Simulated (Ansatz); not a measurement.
# CH4SiTe: the cost of one run

Computed with Ansatz 0.2.0. Level: RHF-MP2, frozen core/def2-TZVP.

## 1. Starting geometry

SMILES `C=[SiH][TeH]`, 7 atoms, charge 0, spin multiplicity 1.

Atoms are counted from 1 here; the program's logs count them from 0.

Bond lengths: C1–Si2 1.722 Å, C1–H4 1.100 Å, C1–H5 1.102 Å, Si2–Te3 2.490 Å, Si2–H6 1.498 Å, Te3–H7 1.683 Å. Angles: Si2–C1–H4 122.8°, Si2–C1–H5 120.7°, H4–C1–H5 116.5°, C1–Si2–Te3 122.5°, C1–Si2–H6 123.0°, Te3–Si2–H6 114.3°, Si2–Te3–H7 90.7°.

Coordinates:

```xyz
7

C    -1.3700    0.6008   -0.3404
Si    0.2085    0.2245    0.2363
Te    1.1646   -2.0719    0.1199
H    -1.9938   -0.1242   -0.8847
H    -1.8058    1.5993   -0.1759
H     1.0707    1.2153    0.9568
H     2.7258   -1.4438    0.0881
```

This geometry comes from a loose relaxation at PBE in a small basis, which is not shown.

## 3. Plan of the scan

First coordinate, dihedral H4–C1–Si2–Te3: 9 values from −180 to 140 °, periodic. Second coordinate, dihedral C1–Si2–Te3–H7: 9 values from −180 to 140 °, periodic.

Nothing else is relaxed (all other coordinates rigid). Energies count from the relaxed molecule at the same level. Points are written as (first, second).

(The set-up runs are not shown.)

## 4. Grid point (−180°, −180°)

input.yaml reads:

```yaml
crystal:
  periodic: [false, false, false]
  atoms:
    - { symbol: C, position_ang: [-1.35768, 0.592035, -0.334525] }
    - { symbol: Si, position_ang: [0.205808, 0.208669, 0.232082] }
    - { symbol: Te, position_ang: [1.624788, 1.81413, 1.42166] }
    - { symbol: H, position_ang: [-1.984902, -0.117724, -0.860384] }
    - { symbol: H, position_ang: [-1.771216, 1.582022, -0.173223] }
    - { symbol: H, position_ang: [0.848184, -1.092412, -0.018362] }
    - { symbol: H, position_ang: [2.804867, 0.680504, 1.557433] }
basis:
  gaussian: { orbitals: def2-TZVP }
hamiltonian:
  xc: hf
output:
  forces: true
correlation:
  method: mp2
```

On the command line:

```
> ansatz run input.yaml --threads 1 --pin off --max-ram 2560MiB --backend cpu --events-out ev --progress --plain --runs-dir out
```

**Question.** How long does this run take on 1 thread of Intel Xeon 6975P-C (Granite Rapids), shared host, and how much memory does it need?

About 4.9 s, with a peak of 0.37 GiB.
